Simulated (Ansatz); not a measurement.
**HfHO+ (triplet): the correlation ladder, def2-QZVPP**

One table from this session's results is given with a row withheld; the runs are named, their logs left out.

Method: def2-QZVPP, core rule «outside noble gas», up to 5 orbitals frozen; program: Ansatz 0.2.0, Gaussian basis.

The runs, in order: UHF; ROHF; CCSD(T) on UHF.

2 further runs of the same task are left out: 2 set aside as unsound or not needed.

## The geometry

The geometry is a PBE0/def2-TZVP stationary point (not a proven minimum) of the parent state, kept for this charge and spin. No spin-orbit coupling is included. Elements past krypton take def2 core potentials.

3 atoms, charge 1, spin multiplicity 3.

Atoms are counted from 1 here; the program's logs count them from 0.

Bond lengths: Hf1–O2 1.794 Å, O2–H3 0.965 Å. Angles: Hf1–O2–H3 180.0°.

The first run:

in.yaml reads:

```yaml
crystal:
  periodic: [false, false, false]
  atoms:
    - {symbol: Hf, position_ang: [0.000000, 0.000000, 1.517667]}
    - {symbol: O, position_ang: [0.000000, 0.000000, -0.276433]}
    - {symbol: H, position_ang: [0.000000, 0.000000, -1.241233]}
basis:
  gaussian: {orbitals: "def2-QZVPP.json"}
total_charge: 1
magnetization: {spin_polarized: true, initial_magnetization: 2}
hamiltonian: {xc: hf}
output: {orbitals: {seedname: orbitals}}
```

On the command line:

```
$ ansatz run in.yaml --threads 1 --pin off --events-out ev --progress --plain --max-ram 4096MiB --backend cpu
```

Among the steps run: UHF; ROHF; CCSD(T) on UHF.

One table of the session follows, with a row left open; its other results are not shown here.

It belongs to the step «Misses and costs». 

```
  method  from UCCSD(T) (meV)
    ROHF                    ?
     UHF              +8752.1
    UMP2               +329.6
   UCCSD               +364.6
UCCSD(T)                    0
```

**Question.** Estimate the row for ROHF.

**Answer.** from UCCSD(T) (meV): +8851.3. In the column «from UCCSD(T) (meV)» it is the highest.
